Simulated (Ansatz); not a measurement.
# Hf3H8: the cost of one run

Computed with Ansatz 0.2.0 (DFT PBE, scalar-relativistic, plane waves, PAW, unless a step's input says otherwise).

### 1 The starting structure

It takes space group P6/mmm (No. 191, hexagonal). The conventional cell has a = 3.723 Å, b = 3.723 Å, c = 8.604 Å, α = 90.00°, β = 90.00°, γ = 120.00°. Around Hf (site symmetry 6mm) lie 6 H at 2.40 Å. Around Hf (site symmetry 6/mmm) lie 6 H at 1.86 Å. H (site symmetry mmm) is surrounded by 2 H at 1.07 Å. Around H (site symmetry mmm) lie 4 H at 1.86 Å and 4 Hf at 2.40 Å. H (site symmetry -6m2) has 3 H at 1.07 Å as nearest neighbours.

As a file:

```cif
data_structure
_symmetry_space_group_name_H-M 'P 1'
_symmetry_Int_Tables_number 1
_cell_length_a 3.7225
_cell_length_b 3.7225
_cell_length_c 8.6035
_cell_angle_alpha 90.000
_cell_angle_beta 90.000
_cell_angle_gamma 120.000
_cell_volume 103.25
loop_
_atom_site_label
_atom_site_type_symbol
_atom_site_fract_x
_atom_site_fract_y
_atom_site_fract_z
_atom_site_occupancy
Hf1 Hf 0.00000 0.00000 0.82392 1
Hf2 Hf 0.00000 0.00000 0.17608 1
Hf3 Hf 0.00000 0.00000 0.50000 1
H1 H 0.50000 0.00000 0.50000 1
H2 H 0.00000 0.50000 0.50000 1
H3 H 0.50000 0.50000 0.50000 1
H4 H 0.50000 0.00000 0.00000 1
H5 H 0.00000 0.50000 0.00000 1
H6 H 0.50000 0.50000 0.00000 1
H7 H 0.33333 0.66667 0.50000 1
H8 H 0.66667 0.33333 0.50000 1
```

A structure generator made this guess: random cell by space group and Wyckoff sites (P6/mmm, No. 191). Its size is a rough estimate.

### 2 A first look at the guess

input.yaml reads:

```yaml
crystal:
  lattice:
    - [3.72251837, 0.0, 0.0]
    - [-1.86125918, 3.22379547, 0.0]
    - [0.0, 0.0, 8.60352619]
  atoms:
    - { symbol: Hf, position: [0.0, 0.0, 0.82392292] }
    - { symbol: Hf, position: [0.0, 0.0, 0.17607708] }
    - { symbol: Hf, position: [0.0, 0.0, 0.5] }
    - { symbol: H, position: [0.5, 0.0, 0.5] }
    - { symbol: H, position: [0.0, 0.5, 0.5] }
    - { symbol: H, position: [0.5, 0.5, 0.5] }
    - { symbol: H, position: [0.5, 0.0, 0.0] }
    - { symbol: H, position: [0.0, 0.5, 0.0] }
    - { symbol: H, position: [0.5, 0.5, 0.0] }
    - { symbol: H, position: [0.33333333, 0.66666667, 0.5] }
    - { symbol: H, position: [0.66666667, 0.33333333, 0.5] }
basis:
  ecutwfc: 420
kpoints:
  mp_grid: { grid: [6, 6, 2] }
hamiltonian:
  xc: pbe
scf:
  occupations: { method: gaussian, width: 0.1 }
  lower_state_search: "off"
output:
  forces: true
  stress: true
  eigenvalues: true
```

Started as:

```console
ansatz run input.yaml --threads 1 --pin off --max-ram 2560MiB --backend cpu --events-out ev --progress --plain --runs-dir out
```

**Question.** How long does this run take on 1 thread of AMD EPYC 7R43 (Zen 3), shared host, and how much memory does it need?

About 4.8 s, with a peak of 0.44 GiB.
